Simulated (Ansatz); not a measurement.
**C2H6O2W: how energies converge with the basis set**

One table from this session's results is given with a row withheld; the runs are named, their logs left out.

Computed with Ansatz 0.2.0, Gaussian basis. Level: one geometry, several basis sets.

Levels to be run: PBE0-D4/def2-SVP; ωB97M-V/def2-SVP; PBE0-D4/def2-QZVPP; ωB97M-V/def2-QZVPP; the functionals' def2-TZVPP values are taken from earlier runs.

### Structure used throughout

All runs share one geometry, relaxed beforehand with PBE0-D4 in a triple-zeta def2 set. W takes the def2 core potential; no spin-orbit term is included.

SMILES `[CH3][W]([CH3])(=[O])=[O]`, 11 atoms, charge 0, spin multiplicity 1.

Atoms are counted from 1 here; the program's logs count them from 0.

Bond lengths: C1–W2 2.109 Å, C1–H6 1.095 Å, C1–H7 1.093 Å, C1–H8 1.096 Å, W2–C3 2.109 Å, W2–O4 1.701 Å, W2–O5 1.701 Å, C3–H9 1.093 Å, C3–H10 1.095 Å, C3–H11 1.095 Å. Angles: W2–C1–H6 109.5°, W2–C1–H7 112.2°, W2–C1–H8 109.4°, H6–C1–H7 108.1°, H6–C1–H8 109.4°, H7–C1–H8 108.1°, C1–W2–C3 112.5°, C1–W2–O4 108.5°, C1–W2–O5 108.6°, C3–W2–O4 108.6°, C3–W2–O5 108.5°, O4–W2–O5 110.2°, W2–C3–H9 112.2°, W2–C3–H10 109.4°, W2–C3–H11 109.5°, H9–C3–H10 108.1°, H9–C3–H11 108.1°, H10–C3–H11 109.3°.

The first run:

Contents of in.yaml:

```yaml
crystal:
  periodic: [false, false, false]
  atoms:
    - {symbol: C, position_ang: [-1.715176, 0.452076, 0.266411]}
    - {symbol: W, position_ang: [0.182239, 0.413058, -0.653695]}
    - {symbol: C, position_ang: [1.542089, -0.844504, 0.354934]}
    - {symbol: O, position_ang: [-0.001279, -0.155246, -2.246946]}
    - {symbol: O, position_ang: [0.812045, 1.993669, -0.662893]}
    - {symbol: H, position_ang: [-1.617423, 0.824715, 1.291804]}
    - {symbol: H, position_ang: [-2.419001, 1.097637, -0.264614]}
    - {symbol: H, position_ang: [-2.131291, -0.561175, 0.286457]}
    - {symbol: H, position_ang: [2.525303, -0.857350, -0.121659]}
    - {symbol: H, position_ang: [1.667910, -0.493861, 1.385143]}
    - {symbol: H, position_ang: [1.154574, -1.869029, 0.365057]}
basis:
  gaussian: {orbitals: def2-SVP}
hamiltonian: {xc: pbe0, dispersion: d4}
output: {orbitals: {seedname: orbitals}}
```

Command:

```console
> ansatz run in.yaml --threads 4 --pin off --events-out ev --progress --plain --max-ram 10444MiB
```

Among the steps run: PBE0-D4 in def2-SVP; ωB97M-V in def2-SVP; PBE0-D4 in def2-QZVPP; ωB97M-V in def2-QZVPP.

One of the session's tables, all rows but one given; the rest of the session is left out.

It belongs to the step «Functionals by basis». 

```
functional       basis  HOMO (eV)  LUMO (eV)
   PBE0-D4    def2-SVP      -8.63      -2.34
   PBE0-D4  def2-TZVPP      -8.69      -2.37
   PBE0-D4  def2-QZVPP          ?          ?
   ωB97M-V    def2-SVP     -10.95      -0.31
   ωB97M-V  def2-TZVPP     -11.04      -0.34
   ωB97M-V  def2-QZVPP     -11.05      -0.36
```

**Question.** Estimate the row for PBE0-D4, def2-QZVPP.

As computed: HOMO (eV): -8.70; LUMO (eV): -2.39. In the column «HOMO (eV)» it lies between ωB97M-V, def2-SVP (-10.95) and PBE0-D4, def2-TZVPP (-8.69).
